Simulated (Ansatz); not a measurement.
**CuH3O2: vertical ionisation energy**

An exercise on one series of results from a longer session: the logs are not shown, and one member is left open.

Method: unrestricted cation, the program's frozen cores in correlated methods; program: Ansatz 0.2.0, Gaussian basis.

Levels to be run: UKS PBE-D4/def2-TZVPP; UKS r2SCAN-D4/def2-TZVPP; UKS PBE0-D4/def2-TZVPP; UKS B3LYP-D4/def2-TZVPP; UKS wB97X-V/def2-TZVPP; UKS wB97M-V/def2-TZVPP; UKS B2PLYP (frozen core with 3s3p of Cu, Zn)/def2-TZVPP; UHF-CCSD(T) with 3s3p of Cu, Zn/def2-TZVPP; UHF-CCSD(T) with 3s3p of Cu, Zn/def2-QZVPP; extrapolation to the limit; then −ε(HOMO) from the neutral's earlier runs with LDA (SPW92), PBE-D4, revPBE-D4, BLYP-D4, r2SCAN-D4, B97M-V, PBE0-D4, B3LYP-D4, r2SCANh-D4, r2SCAN0-D4, HSE06-D4, BHLYP-D4, CAM-B3LYP-D4, LC-ωPBE, ωB97X-V, ωB97M-V.

### The relaxed structure

The geometry comes from an earlier relaxation with PBE0-D4 in a triple-zeta def2 set; it is a stationary point.

SMILES `[OH][Cu-][OH2+]`, 6 atoms, charge 0, spin multiplicity 1.

Atoms are counted from 1 here; the program's logs count them from 0.

Bond lengths: O1–Cu2 1.775 Å, O1–H4 0.960 Å, Cu2–O3 1.938 Å, O3–H5 0.963 Å, O3–H6 0.963 Å. Angles: Cu2–O1–H4 110.8°, O1–Cu2–O3 175.9°, Cu2–O3–H5 113.6°, Cu2–O3–H6 113.6°, H5–O3–H6 107.2°.

The first run:

Input file in.yaml:

```yaml
crystal:
  periodic: [false, false, false]
  atoms:
    - {symbol: O, position_ang: [-1.905987, -1.065189, -0.509284]}
    - {symbol: Cu, position_ang: [-0.338987, -0.373847, -0.044203]}
    - {symbol: O, position_ang: [1.405595, 0.257242, 0.517167]}
    - {symbol: H, position_ang: [-2.451492, -0.408685, -0.947932]}
    - {symbol: H, position_ang: [1.964549, 0.544717, -0.211785]}
    - {symbol: H, position_ang: [1.368422, 0.981760, 1.149839]}
basis:
  gaussian: {orbitals: def2-TZVPP}
total_charge: 1
magnetization: {spin_polarized: true, initial_magnetization: 1}
hamiltonian: {xc: pbe, dispersion: d4}
```

Launch:

```console
$ ansatz run in.yaml --threads 2 --pin off --events-out ev --progress --plain --max-ram 22528MiB --backend cpu
```

Steps of the session up to this table: Cation, UKS PBE-D4/def2-TZVPP; Cation, UKS r2SCAN-D4/def2-TZVPP; Cation, UKS PBE0-D4/def2-TZVPP; Cation, UKS B3LYP-D4/def2-TZVPP; Cation, UKS wB97X-V/def2-TZVPP; Cation, UKS wB97M-V/def2-TZVPP; Cation, UKS B2PLYP (frozen core with 3s3p of Cu, Zn)/def2-TZVPP; Cation, UHF-CCSD(T) with 3s3p of Cu, Zn/def2-TZVPP; Cation, UHF-CCSD(T) with 3s3p of Cu, Zn/def2-QZVPP.

One of the session's tables, all rows but one given; the rest of the session is left out.

It belongs to the step «Ionisation energies side by side». Orbital estimates, from the neutral's runs:

```
  functional  −ε(HOMO) (eV)
 LDA (SPW92)              ?
      PBE-D4           4.36
   revPBE-D4           4.27
     BLYP-D4           4.32
   r2SCAN-D4           4.55
      B97M-V           4.70
     PBE0-D4           5.94
    B3LYP-D4           5.74
  r2SCANh-D4           5.18
  r2SCAN0-D4           6.12
    HSE06-D4           5.52
    BHLYP-D4           7.39
CAM-B3LYP-D4           7.45
     LC-ωPBE           8.67
     ωB97X-V           8.41
     ωB97M-V           8.44
```

Estimate the missing values for LDA (SPW92).

**Answer.** −ε(HOMO) (eV): 4.60. In the column «−ε(HOMO) (eV)» it lies between r2SCAN-D4 (4.55) and B97M-V (4.70).
